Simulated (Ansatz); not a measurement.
# C2H7NSi: a ladder of functionals and wavefunction methods

How much do the methods differ for C2H7NSi? The plan is to run it at one geometry with functionals of several rungs and with coupled cluster. The yardstick is the atomisation energy at the CCSD(T) limit.

Program: Ansatz 0.2.0, Gaussian basis. Level of theory: functionals in def2-TZVPP, the program's frozen cores in correlated methods. These are calculated values, not measurements.

The runs, in order: PBE-D4, r2SCAN-D4, PBE0-D4, B3LYP-D4, ωB97X-V, ωB97M-V, B2PLYP; CCSD(T)/def2-TZVPP; CCSD(T)/def2-QZVPP; extrapolation to the limit.

### Step 1. Structure used throughout

An earlier PBE0-D4/def2-TZVP relaxation fixed the geometry.

SMILES `CC[Si]N`, 11 atoms, charge 0, spin multiplicity 1.

Atoms are counted from 1 here; the program's logs count them from 0.

Bond lengths: C1–C2 1.524 Å, C1–H5 1.093 Å, C1–H6 1.094 Å, C1–H7 1.094 Å, C2–Si3 1.913 Å, C2–H8 1.099 Å, C2–H9 1.099 Å, Si3–N4 1.709 Å, N4–H10 1.010 Å, N4–H11 1.007 Å. Angles: C2–C1–H5 112.2°, C2–C1–H6 111.4°, C2–C1–H7 111.4°, H5–C1–H6 107.4°, H5–C1–H7 107.4°, H6–C1–H7 106.8°, C1–C2–Si3 114.2°, C1–C2–H8 110.5°, C1–C2–H9 110.5°, Si3–C2–H8 107.6°, Si3–C2–H9 107.8°, H8–C2–H9 105.8°, C2–Si3–N4 98.0°, Si3–N4–H10 126.3°, Si3–N4–H11 121.7°, H10–N4–H11 112.0°.

### Step 2. PBE-D4 (GGA)

The input, in.yaml:

```yaml
crystal:
  periodic: [false, false, false]
  atoms:
    - {symbol: C, position_ang: [-0.180138, 1.792723, 0.077791]}
    - {symbol: C, position_ang: [-0.352713, 0.281122, -0.016425]}
    - {symbol: Si, position_ang: [1.282822, -0.703353, 0.100775]}
    - {symbol: N, position_ang: [0.628706, -2.273716, -0.062790]}
    - {symbol: H, position_ang: [-1.133845, 2.322793, 0.010459]}
    - {symbol: H, position_ang: [0.461597, 2.171311, -0.722782]}
    - {symbol: H, position_ang: [0.288909, 2.082158, 1.022410]}
    - {symbol: H, position_ang: [-1.016847, -0.080681, 0.780620]}
    - {symbol: H, position_ang: [-0.843057, 0.007424, -0.960678]}
    - {symbol: H, position_ang: [-0.347579, -2.504879, -0.182011]}
    - {symbol: H, position_ang: [1.212155, -3.094892, -0.047389]}
basis:
  gaussian: {orbitals: def2-TZVPP}
hamiltonian: {xc: pbe, dispersion: d4}
output: {forces: true, orbitals: {seedname: orbitals}}
```

Started as:

```console
> ansatz run in.yaml --threads 2 --pin off --events-out ev --progress --plain --max-ram 32768MiB --backend cpu
```

After this run come: r2SCAN-D4 (meta-GGA); PBE0-D4 (hybrid); B3LYP-D4 (hybrid); ωB97X-V (range-separated); ωB97M-V (range-separated); B2PLYP (double hybrid); CCSD(T) in def2-TZVPP; CCSD(T) in def2-QZVPP.

Before running them: what should the planned runs give, taken together? Wanted: atomisation energy, CCSD(T)/CBS; farthest; mean size of error, hybrid; mean size of error, range-separated; gap, smallest and largest; T1 diagnostic; triples share of the correlation energy.

As calculated:

| quantity | value |
| --- | --- |
| atomisation energy, CCSD(T)/CBS | 4029.3 kJ/mol |
| functionals within 20.1 kJ/mol (0.5 %) | r2SCAN-D4, PBE0-D4, B3LYP-D4, ωB97X-V |
| farthest | PBE-D4 (+70.4 kJ/mol) |
| mean size of error, hybrid | 12.7 kJ/mol |
| mean size of error, range-separated | 20.5 kJ/mol |
| gap, smallest and largest | 2.90 eV (PBE-D4), 9.11 eV (ωB97X-V) |
| T1 diagnostic | 0.0124 |
| triples share of the correlation energy | 3.9 % |

In words: PBE-D4 misses by +70.4 kJ/mol, or 7.0 kJ/mol for each of 10 bonds. Double hybrids carry the basis error of their MP2 part in triple zeta, and no dispersion term here, so their miss is partly the set-up's. The reference freezes the cores and leaves out relativity and excitations past (T), so misses under about 20.1 kJ/mol can't be ranked. Hartree-Fock recovers 73 % of the binding; the rest is correlation. The gap grows from 2.9 to 9.1 eV across the functionals, mostly with the share of exact exchange. The restricted reference is unstable towards a spin-broken one.
